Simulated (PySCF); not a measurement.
**C3H8BNO: electronic excitations at several levels of theory**

How much do the electronic excitations of C3H8BNO (`C[O+](C)[BH2-]C#N`) depend on the level of theory, and what does each level cost?

The runs use PySCF 2.14.0, with density-fitted response routines of our own; the level of theory stands in each step. All values are computed, except where a source is named. Atoms count from 0, in the outputs and in this text.

### Step 1. The starting structure

14 atoms, charge 0, multiplicity 1; geometry from: GFN2-xTB. The atoms were then displaced at random by about 0.01 Å, so the start is not that level's minimum.

Bonds of the start (Å): C0–O1 1.41, O1–C2 1.42, O1–B3 1.68, B3–C4 1.52, C4–N5 1.15, C0–H6 1.07, C0–H7 1.11, C0–H8 1.11, C2–H9 1.10, C2–H10 1.11, C2–H11 1.07, B3–H12 1.18, B3–H13 1.21.

### Step 2. Relaxing the molecule at PBE0-D3(BJ)/def2-SVP

What the job is given:

```
{"job": {"xc": "PBE0", "basis": "def2-SVP", "d3": "d3bj", "grid": 1, "shake": 0.01, "kind": "geom"}, "charge": 0, "multiplicity": 1}
C     -1.355090    -0.899180    -0.232220
O     -0.257920    -0.038260    -0.425760
C     -0.499630     1.273600     0.060660
B      1.159120    -0.705950     0.191170
C      2.250240     0.281850    -0.179070
N      3.081070     1.043790    -0.426800
H     -1.126420    -1.842600    -0.673340
H     -2.227040    -0.438040    -0.749730
H     -1.603420    -1.001920     0.845580
H      0.416500     1.855630    -0.118490
H     -0.683680     1.264910     1.155200
H     -1.323590     1.720980    -0.448140
H      1.209840    -1.731460    -0.387350
H      0.952860    -0.798420     1.380530
```

Command:

```console
> OMP_NUM_THREADS=1 python probes_run.py task.json out
```

One launch serves the whole session: the jobs run in the order shown.

The log of the run:

```text
step   0  E = -273.39905620  max force = 0.026733
step   1  E = -273.40391887  max force = 0.008611
step   2  E = -273.40427562  max force = 0.001478
step   3  E = -273.40432723  max force = 0.001145
step   4  E = -273.40435868  max force = 0.000896
step   5  E = -273.40436868  max force = 0.000561
step   6  E = -273.40437286  max force = 0.000250
optimisation converged
```

It took 42 s on 1 thread of Arm Neoverse V1, shared host; peak memory 0.49 GiB.

Along the way:

| step | energy from step 0 (eV) | largest force component (eV/Å) |
| --- | --- | --- |
| 0 | 0.0000 | 1.3747 |
| 1 | -0.1323 | 0.4428 |
| 2 | -0.1420 | 0.0760 |
| 3 | -0.1434 | 0.0589 |
| 4 | -0.1443 | 0.0461 |
| 5 | -0.1446 | 0.0288 |
| 6 | -0.1447 | 0.0129 |

Close pairs (by a distance rule), those that changed most:

| bond | before (Å) | after (Å) | change (Å) |
| --- | --- | --- | --- |
| O1–B3 | 1.684 | 1.618 | -0.066 |
| B3–C4 | 1.518 | 1.570 | +0.052 |
| B3–H12 | 1.179 | 1.214 | +0.035 |
| C2–H11 | 1.067 | 1.098 | +0.032 |
| C0–H6 | 1.066 | 1.095 | +0.029 |
| C0–O1 | 1.408 | 1.425 | +0.017 |
| C0–H7 | 1.114 | 1.098 | -0.016 |
| B3–H13 | 1.211 | 1.221 | +0.010 |

The final coordinates are the input of the step that follows.

| at the end point | value |
| --- | --- |
| point group (found at 0.08 Å tolerance) | C1 |
| rotational constants (GHz, main isotopes) | 7.667, 2.108, 1.778 |
| dipole moment (D) | 7.37 |

### Step 3. Ultraviolet spectrum: PBE0/def2-SVP

What the job is given:

```
{"job": {"kind": "uv", "xc": "PBE0", "basis": "def2-SVP"}, "charge": 0, "multiplicity": 1}
C     -1.124752    -0.678313    -0.201474
O     -0.004740     0.191855    -0.337296
C     -0.224090     1.504751     0.183634
B      1.405388    -0.497170     0.054482
C      2.503432     0.507822    -0.444142
N      3.291491     1.280455    -0.803470
H     -0.882385    -1.597602    -0.744603
H     -2.003463    -0.190490    -0.644542
H     -1.302084    -0.904878     0.861783
H      0.671636     2.092381    -0.045861
H     -0.377763     1.455074     1.273080
H     -1.102588     1.934669    -0.316142
H      1.404054    -1.547256    -0.554628
H      1.384938    -0.618027     1.269100
```

With the program's defaults for keys left out, this is: TDDFT PBE0/def2-SVP, vertical, gas phase, core orbitals frozen in the response.

The log of the run:

```text
coarse grid: 11456 points
cycle   1  E = -273.3144072231  dE =  4.347e-01  |g| = 3.768e-01  |ddm| = 3.633e+00
cycle   2  E = -273.2626278491  dE =  5.178e-02  |g| = 6.328e-01  |ddm| = 7.713e-01
cycle   3  E = -273.3468177749  dE = -8.419e-02  |g| = 1.416e-01  |ddm| = 4.760e-01
cycle   4  E = -273.3511830621  dE = -4.365e-03  |g| = 4.873e-02  |ddm| = 1.363e-01
cycle   5  E = -273.3516243590  dE = -4.413e-04  |g| = 1.371e-02  |ddm| = 3.923e-02
cycle   6  E = -273.3516626959  dE = -3.834e-05  |g| = 1.808e-03  |ddm| = 1.186e-02
cycle   7  E = -273.3516634701  dE = -7.742e-07  |g| = 4.687e-04  |ddm| = 2.134e-03
final grid: 110008 points
cycle   8  E = -273.3952628005  dE = -3.193e-05  |g| = 1.055e-02  |ddm| = 2.733e-02
cycle   9  E = -273.3952447374  dE =  1.806e-05  |g| = 1.480e-02  |ddm| = 1.624e-02
cycle  10  E = -273.3952844734  dE = -3.974e-05  |g| = 1.702e-03  |ddm| = 9.623e-03
cycle  11  E = -273.3952851181  dE = -6.448e-07  |g| = 6.257e-04  |ddm| = 1.784e-03
cycle  12  E = -273.3952852014  dE = -8.330e-08  |g| = 1.296e-04  |ddm| = 4.677e-04
cycle  13  E = -273.3952852049  dE = -3.417e-09  |g| = 3.496e-05  |ddm| = 1.184e-04
cycle  14  E = -273.3952852052  dE = -3.362e-10  |g| = 3.514e-06  |ddm| = 3.899e-05
converged SCF energy = -273.3952852052

Static polarisability (au): isotropic 52.598, principal 43.289 49.486 65.019

Singlet excitations
state   eV       nm        f      main configurations
  1   6.5845    188.3   0.00230   H->L 0.89
  2   7.5580    164.0   0.02251   H-1->L 0.66, H->L+2 0.24
  3   7.8535    157.9   0.00606   H-2->L 0.64, H-3->L 0.12
  4   8.0077    154.8   0.00718   H-3->L 0.40, H-2->L 0.21, H->L+1 0.12
  5   8.2714    149.9   0.00104   H-1->L+2 0.70, H->L+1 0.09, H-3->L 0.08
  6   8.3469    148.5   0.00062   H->L+1 0.66, H-3->L 0.28
  7   8.8791    139.6   0.07507   H-4->L 0.42, H-1->L+1 0.24, H-1->L 0.11
  8   9.0385    137.2   0.03035   H-4->L 0.39, H-1->L+1 0.32, H-1->L 0.09
  9   9.0791    136.6   0.01111   H-2->L+2 0.75, H->L+3 0.09
 10   9.1270    135.8   0.01087   H->L+3 0.79

Triplet excitations (Tamm-Dancoff, eV): 5.9326 6.0808 6.6097 6.8503
```

Wall time 17 s (1 thread of Arm Neoverse V1, shared host); peak memory 0.65 GiB.

The orbitals next to the gap, with their largest atomic shares:

| orbital | eV | atoms |
| --- | --- | --- |
| HOMO−3 | -9.47 | N5 27 %, C4 21 %, O1 19 % |
| HOMO−2 | -9.16 | N5 63 %, C4 21 %, B3 8 % |
| HOMO−1 | -8.76 | N5 48 %, C4 35 %, B3 6 % |
| HOMO | -8.03 | N5 33 %, B3 20 %, C4 16 % |
| LUMO | 0.29 | B3 23 %, N5 18 %, C4 13 % |
| LUMO+1 | 1.27 | H7 22 %, H11 17 %, H8 11 % |
| LUMO+2 | 1.75 | C4 36 %, N5 33 %, B3 8 % |

With each of the 10 states as a Gaussian band of 0.4 eV half-width at 1/e, the curve within the window shown has maxima at 188 nm (ε 96), 162 nm (ε 1,200), 139 nm (ε 4,900) L/(mol cm). Beyond the last state computed it falls off for lack of states. The curve at chosen wavelengths:

nm, ε (L/mol/cm) and a bar:
```
      132       1406 #########
      135       3317 #####################
      138       4779 ##############################
      141       4464 ############################
      144       2867 ##################
      147       1414 #########
      150        753 #####
      153        692 ####
      156        879 #####
      159       1088 #######
      162       1190 #######
      165       1114 #######
      168        881 #####
      171        589 ####
      174        341 ##
      177        185 #
      180        114 #
      183         95 #
      186         95 #
      189         95 #
      192         87 
      195         71 
      198         52 
      201         34 
      204         20 
      207         11
```

Ground-state properties from the same run:

| property | computed |
| --- | --- |
| dipole moment (D) | 7.37 |
| polarisability (Å³) | 7.79 |
| HOMO–LUMO gap (eV) | 8.32 |
| −ε(HOMO) (eV) | 8.03 |

### Step 4. Excited states and response: PBE0/def2-TZVP

Settings changed since step 3:

```diff
@@ -1,2 +1,2 @@
-{"job": {"kind": "uv", "xc": "PBE0", "basis": "def2-SVP"}, "charge": 0, "multiplicity": 1}
+{"job": {"kind": "uv", "xc": "PBE0", "basis": "def2-TZVP"}, "charge": 0, "multiplicity": 1}
 C     -1.124752    -0.678313    -0.201474
```

Method: TDDFT PBE0/def2-TZVP, vertical, gas phase, core orbitals frozen in the response.

The log of the run:

```text
coarse grid: 11456 points
cycle   1  E = -273.6709039150  dE =  4.581e-01  |g| = 4.147e-01  |ddm| = 2.573e+00
cycle   2  E = -273.6199078942  dE =  5.100e-02  |g| = 6.607e-01  |ddm| = 8.335e-01
cycle   3  E = -273.7056758197  dE = -8.577e-02  |g| = 1.675e-01  |ddm| = 5.056e-01
cycle   4  E = -273.7113252938  dE = -5.649e-03  |g| = 6.259e-02  |ddm| = 1.185e-01
cycle   5  E = -273.7120450713  dE = -7.198e-04  |g| = 1.828e-02  |ddm| = 3.708e-02
cycle   6  E = -273.7121083138  dE = -6.324e-05  |g| = 1.976e-03  |ddm| = 1.155e-02
cycle   7  E = -273.7121091900  dE = -8.762e-07  |g| = 5.343e-04  |ddm| = 2.331e-03
final grid: 110008 points
cycle   8  E = -273.7024643220  dE = -7.627e-05  |g| = 1.180e-02  |ddm| = 5.489e-02
cycle   9  E = -273.7024430500  dE =  2.127e-05  |g| = 1.653e-02  |ddm| = 1.349e-02
cycle  10  E = -273.7024881349  dE = -4.508e-05  |g| = 2.068e-03  |ddm| = 7.766e-03
cycle  11  E = -273.7024890203  dE = -8.854e-07  |g| = 7.307e-04  |ddm| = 1.555e-03
cycle  12  E = -273.7024891183  dE = -9.802e-08  |g| = 2.812e-04  |ddm| = 5.231e-04
cycle  13  E = -273.7024891345  dE = -1.613e-08  |g| = 4.486e-05  |ddm| = 1.788e-04
cycle  14  E = -273.7024891350  dE = -5.030e-10  |g| = 7.368e-06  |ddm| = 3.767e-05
converged SCF energy = -273.7024891350

Static polarisability (au): isotropic 60.217, principal 50.014 56.902 73.737

Singlet excitations
state   eV       nm        f      main configurations
  1   6.4568    192.0   0.00189   H->L 0.88
  2   7.4091    167.3   0.02237   H-1->L 0.66, H->L+2 0.22
  3   7.6573    161.9   0.01020   H-2->L 0.37, H->L+1 0.24, H-3->L 0.14
  4   7.8282    158.4   0.00511   H-2->L 0.45, H->L+1 0.34
  5   7.9673    155.6   0.00291   H-3->L 0.46, H->L+1 0.33, H-1->L+2 0.08
  6   8.1300    152.5   0.00042   H-1->L+2 0.68, H-3->L 0.16
  7   8.5414    145.2   0.07144   H-1->L+1 0.50, H-1->L 0.14, H-4->L 0.11
  8   8.6304    143.7   0.01591   H->L+3 0.53, H->L+4 0.17
  9   8.7358    141.9   0.00197   H-4->L 0.64, H-1->L+1 0.14
 10   8.8155    140.6   0.01913   H->L+4 0.53, H->L+2 0.14, H->L+3 0.10

Triplet excitations (Tamm-Dancoff, eV): 5.8704 5.9867 6.5328 6.8573
```

Run time: 44 s. Hardware: 1 thread of Arm Neoverse V1, shared host; peak memory 0.88 GiB.

This run: HOMO -8.19 eV, LUMO -0.06 eV; lowest singlet 6.46 eV.

### Step 5. TDDFT and polarisability: PBE0/aug-cc-pVDZ

Settings changed since step 4:

```diff
@@ -1,2 +1,2 @@
-{"job": {"kind": "uv", "xc": "PBE0", "basis": "def2-TZVP"}, "charge": 0, "multiplicity": 1}
+{"job": {"kind": "uv", "xc": "PBE0", "basis": "aug-cc-pVDZ"}, "charge": 0, "multiplicity": 1}
 C     -1.124752    -0.678313    -0.201474
```

Method: TDDFT PBE0/aug-cc-pVDZ, vertical, gas phase, core orbitals frozen in the response.

The log of the run:

```text
coarse grid: 11456 points
cycle   1  E = -273.5804233574  dE =  4.914e-01  |g| = 3.771e-01  |ddm| = 1.002e+01
cycle   2  E = -273.5307705614  dE =  4.965e-02  |g| = 6.283e-01  |ddm| = 1.898e+00
cycle   3  E = -273.6130568767  dE = -8.229e-02  |g| = 1.441e-01  |ddm| = 9.425e-01
cycle   4  E = -273.6175199275  dE = -4.463e-03  |g| = 5.222e-02  |ddm| = 3.168e-01
cycle   5  E = -273.6180355299  dE = -5.156e-04  |g| = 1.506e-02  |ddm| = 1.085e-01
cycle   6  E = -273.6180824875  dE = -4.696e-05  |g| = 1.856e-03  |ddm| = 3.790e-02
cycle   7  E = -273.6180833251  dE = -8.377e-07  |g| = 4.741e-04  |ddm| = 6.774e-03
final grid: 110008 points
cycle   8  E = -273.6296502515  dE = -4.185e-05  |g| = 1.032e-02  |ddm| = 2.444e-01
cycle   9  E = -273.6296356877  dE =  1.456e-05  |g| = 1.406e-02  |ddm| = 4.851e-02
cycle  10  E = -273.6296716034  dE = -3.592e-05  |g| = 1.910e-03  |ddm| = 2.029e-02
cycle  11  E = -273.6296724284  dE = -8.250e-07  |g| = 5.681e-04  |ddm| = 5.121e-03
cycle  12  E = -273.6296724930  dE = -6.467e-08  |g| = 1.815e-04  |ddm| = 9.649e-04
cycle  13  E = -273.6296724997  dE = -6.695e-09  |g| = 4.405e-05  |ddm| = 4.215e-04
cycle  14  E = -273.6296725003  dE = -5.290e-10  |g| = 4.983e-06  |ddm| = 1.461e-04
converged SCF energy = -273.6296725003

Static polarisability (au): isotropic 63.655, principal 53.243 60.360 77.361

Singlet excitations
state   eV       nm        f      main configurations
  1   6.4091    193.5   0.00290   H->L+1 0.80, H->L 0.09
  2   6.9029    179.6   0.00686   H->L 0.89
  3   7.3561    168.5   0.02035   H-1->L+1 0.58
  4   7.5803    163.6   0.00657   H->L+2 0.76, H-2->L+1 0.10
  5   7.6340    162.4   0.00473   H-2->L+1 0.33, H->L+2 0.20, H-3->L+1 0.10
  6   7.6824    161.4   0.02351   H-1->L 0.57, H->L+3 0.30
  7   7.7246    160.5   0.01448   H->L+3 0.55, H-1->L 0.23, H-2->L+1 0.09
  8   7.8491    158.0   0.00525   H-3->L+1 0.26, H->L+4 0.26, H-2->L+1 0.14
  9   7.8857    157.2   0.00961   H->L+4 0.64, H-3->L+1 0.12
 10   8.0425    154.2   0.01474   H-2->L 0.34, H-3->L 0.12, H-1->L+10 0.10

Triplet excitations (Tamm-Dancoff, eV): 5.8717 5.9653 6.5263 6.8298
```

Run time: 40 s. Hardware: 1 thread of Arm Neoverse V1, shared host; peak memory 0.8 GiB.

In short: HOMO -8.19 eV, LUMO -0.53 eV; lowest singlet 6.41 eV.

### Step 6. TDDFT and polarisability: PBE0/def2-TZVPD

Settings changed since step 5:

```diff
@@ -1,2 +1,2 @@
-{"job": {"kind": "uv", "xc": "PBE0", "basis": "aug-cc-pVDZ"}, "charge": 0, "multiplicity": 1}
+{"job": {"kind": "uv", "xc": "PBE0", "basis": "def2-TZVPD"}, "charge": 0, "multiplicity": 1}
 C     -1.124752    -0.678313    -0.201474
```

Method: TDDFT PBE0/def2-TZVPD, vertical, gas phase, core orbitals frozen in the response.

The log of the run:

```text
coarse grid: 11456 points
cycle   1  E = -273.6718964278  dE =  4.575e-01  |g| = 4.142e-01  |ddm| = 3.108e+00
cycle   2  E = -273.6203453927  dE =  5.155e-02  |g| = 6.620e-01  |ddm| = 1.735e+00
cycle   3  E = -273.7066721274  dE = -8.633e-02  |g| = 1.674e-01  |ddm| = 7.494e-01
cycle   4  E = -273.7123011868  dE = -5.629e-03  |g| = 6.286e-02  |ddm| = 1.671e-01
cycle   5  E = -273.7130283740  dE = -7.272e-04  |g| = 1.837e-02  |ddm| = 5.504e-02
cycle   6  E = -273.7130923254  dE = -6.395e-05  |g| = 2.035e-03  |ddm| = 1.705e-02
cycle   7  E = -273.7130932535  dE = -9.280e-07  |g| = 5.487e-04  |ddm| = 4.227e-03
final grid: 110008 points
cycle   8  E = -273.7034919594  dE = -8.340e-05  |g| = 1.183e-02  |ddm| = 2.393e-01
cycle   9  E = -273.7034704959  dE =  2.146e-05  |g| = 1.659e-02  |ddm| = 2.360e-02
cycle  10  E = -273.7035158960  dE = -4.540e-05  |g| = 2.103e-03  |ddm| = 1.132e-02
cycle  11  E = -273.7035168100  dE = -9.140e-07  |g| = 7.501e-04  |ddm| = 2.377e-03
cycle  12  E = -273.7035169124  dE = -1.024e-07  |g| = 2.962e-04  |ddm| = 7.856e-04
cycle  13  E = -273.7035169303  dE = -1.796e-08  |g| = 4.560e-05  |ddm| = 3.369e-04
cycle  14  E = -273.7035169308  dE = -5.176e-10  |g| = 7.947e-06  |ddm| = 6.264e-05
converged SCF energy = -273.7035169308

Static polarisability (au): isotropic 63.464, principal 53.125 60.290 76.978

Singlet excitations
state   eV       nm        f      main configurations
  1   6.4237    193.0   0.00262   H->L+1 0.58, H->L 0.32
  2   7.1271    174.0   0.00911   H->L 0.65, H->L+1 0.29
  3   7.3645    168.4   0.02146   H-1->L+1 0.42, H-1->L 0.25, H->L+5 0.11
  4   7.6604    161.9   0.00440   H-2->L+1 0.39, H-2->L 0.21, H-3->L+1 0.08
  5   7.8511    157.9   0.00504   H-3->L+1 0.30, H-3->L 0.16, H-2->L+1 0.14
  6   7.9156    156.6   0.01099   H-1->L 0.60, H-1->L+1 0.26
  7   7.9158    156.6   0.00630   H->L+2 0.89
  8   8.0696    153.6   0.00408   H->L+3 0.34, H-1->L+5 0.24, H-1->L+6 0.16
  9   8.0881    153.3   0.01706   H->L+3 0.53, H-1->L+5 0.11, H-1->L+6 0.08
 10   8.2219    150.8   0.01896   H->L+4 0.62, H-3->L 0.11

Triplet excitations (Tamm-Dancoff, eV): 5.8603 5.9660 6.5093 6.8408
```

Run time: 66 s. Hardware: 1 thread of Arm Neoverse V1, shared host; peak memory 1 GiB.

This run: HOMO -8.21 eV, LUMO -0.29 eV; lowest singlet 6.42 eV.

### Step 7. Excited states and response: PBE0/6-31+G*

Settings changed since step 6:

```diff
@@ -1,2 +1,2 @@
-{"job": {"kind": "uv", "xc": "PBE0", "basis": "def2-TZVPD"}, "charge": 0, "multiplicity": 1}
+{"job": {"kind": "uv", "xc": "PBE0", "basis": "6-31+G*"}, "charge": 0, "multiplicity": 1}
 C     -1.124752    -0.678313    -0.201474
```

With the program's defaults for keys left out, this is: TDDFT PBE0/6-31+G*, vertical, gas phase, core orbitals frozen in the response.

The log of the run:

```text
coarse grid: 11456 points
cycle   1  E = -273.6161034464  dE =  4.761e-01  |g| = 3.645e-01  |ddm| = 3.241e+00
cycle   2  E = -273.5702417416  dE =  4.586e-02  |g| = 6.063e-01  |ddm| = 1.018e+00
cycle   3  E = -273.6475253595  dE = -7.728e-02  |g| = 1.400e-01  |ddm| = 5.463e-01
cycle   4  E = -273.6517524357  dE = -4.227e-03  |g| = 5.078e-02  |ddm| = 1.674e-01
cycle   5  E = -273.6522457369  dE = -4.933e-04  |g| = 1.409e-02  |ddm| = 4.670e-02
cycle   6  E = -273.6522869325  dE = -4.120e-05  |g| = 1.688e-03  |ddm| = 1.323e-02
cycle   7  E = -273.6522876617  dE = -7.292e-07  |g| = 3.655e-04  |ddm| = 2.308e-03
final grid: 110008 points
cycle   8  E = -273.6039272870  dE = -2.868e-05  |g| = 1.046e-02  |ddm| = 3.743e-02
cycle   9  E = -273.6039116583  dE =  1.563e-05  |g| = 1.435e-02  |ddm| = 1.759e-02
cycle  10  E = -273.6039497324  dE = -3.807e-05  |g| = 1.937e-03  |ddm| = 9.854e-03
cycle  11  E = -273.6039505786  dE = -8.462e-07  |g| = 6.091e-04  |ddm| = 2.114e-03
cycle  12  E = -273.6039506572  dE = -7.855e-08  |g| = 1.359e-04  |ddm| = 5.524e-04
cycle  13  E = -273.6039506609  dE = -3.723e-09  |g| = 3.824e-05  |ddm| = 1.476e-04
cycle  14  E = -273.6039506613  dE = -4.015e-10  |g| = 4.254e-06  |ddm| = 4.880e-05
converged SCF energy = -273.6039506613

Static polarisability (au): isotropic 58.310, principal 48.503 53.883 72.544

Singlet excitations
state   eV       nm        f      main configurations
  1   6.4504    192.2   0.00263   H->L+1 0.75, H->L 0.13
  2   7.1063    174.5   0.00829   H->L 0.84, H->L+1 0.12
  3   7.4017    167.5   0.02503   H-1->L+1 0.56, H-1->L 0.10, H->L+6 0.08
  4   7.6719    161.6   0.00538   H-2->L+1 0.45, H-3->L+1 0.12, H->L+5 0.09
  5   7.8461    158.0   0.00942   H->L+2 0.89
  6   7.8665    157.6   0.00908   H-3->L+1 0.29, H-2->L+1 0.17, H->L+3 0.11
  7   7.8929    157.1   0.00627   H-1->L 0.71, H-1->L+1 0.11
  8   8.0958    153.1   0.02452   H->L+3 0.53, H-1->L+6 0.12, H-1->L+5 0.09
  9   8.1183    152.7   0.02552   H->L+4 0.36, H->L+3 0.18, H-3->L+1 0.11
 10   8.1356    152.4   0.00617   H->L+4 0.52, H-3->L+1 0.09, H-1->L+6 0.08

Triplet excitations (Tamm-Dancoff, eV): 5.8823 6.0028 6.5497 6.8629
```

It took 19 s on 1 thread of Arm Neoverse V1, shared host; peak memory 0.68 GiB.

Key values: HOMO -8.19 eV, LUMO -0.28 eV; lowest singlet 6.45 eV.

### Step 8. Run by run: electronic excitations

Excitations and ground-state properties, with basis size and wall time:

| run | lowest singlet (eV) | brightest (eV) | f | gap (eV) | α (Å³) | μ (D) | functions | time |
| --- | --- | --- | --- | --- | --- | --- | --- | --- |
| PBE0/def2-SVP | 6.58 | 8.88 | 0.075 | 8.32 | 7.79 | 7.37 | 124 | 17 s |
| PBE0/def2-TZVP | 6.46 | 8.54 | 0.071 | 8.13 | 8.92 | 7.37 | 234 | 44 s |
| PBE0/aug-cc-pVDZ | 6.41 | 7.68 | 0.024 | 7.65 | 9.43 | 7.36 | 210 | 40 s |
| PBE0/def2-TZVPD | 6.42 | 7.36 | 0.021 | 7.91 | 9.40 | 7.36 | 297 | 66 s |
| PBE0/6-31+G* | 6.45 | 8.12 | 0.026 | 7.91 | 8.64 | 7.52 | 124 | 19 s |

### Step 9. What came out

```
                                quantity                        value
                             point group                           C1
    rotational constants (main isotopes)         7.67, 2.11, 1.78 GHz
          lowest singlet (PBE0/def2-SVP)  6.58 eV (188 nm), f = 0.002
brightest single state of those computed  state 7, 8.88 eV, f = 0.075
                          lowest triplet                      5.93 eV
             range of the lowest singlet              6.41 to 6.58 eV
```

In words: Single values in the summary come from the first sound run of each kind (PBE0/def2-SVP), which need not be the best level. The start of the PBE0/def2-SVP relaxation was shaken at random by about 0.01 Å, so part of the energy gained, and of the first lengths quoted, undoes that. Relaxing lowered the energy by 0.145 eV in 6 steps; the close pair that moved most is O1–B3, from 1.684 to 1.618 Å. The first singlet state (HOMO→LUMO 0.89) lies at 6.58 eV and is weak; of the 10 states computed, the strongest absorption comes from state 7 at 8.88 eV. The lowest triplet lies 0.65 eV below the lowest singlet (triplets in Tamm-Dancoff, singlets in full TDDFT). At PBE0/def2-SVP, states above −ε(HOMO) (8.03 eV) lie where TDDFT describes them poorly and they hang on the basis; the brightest is among them. The basis of PBE0/def2-SVP has no diffuse functions, so Rydberg states are missing and the high states are unreliable. The lowest singlet runs from 6.41 eV (PBE0/aug-cc-pVDZ) to 6.58 eV (PBE0/def2-SVP), while the orbital gap spans 7.65 to 8.32 eV. The lowest state need not be the same one in every run. The runs solved for a few states only, so the brightest column depends on that window.
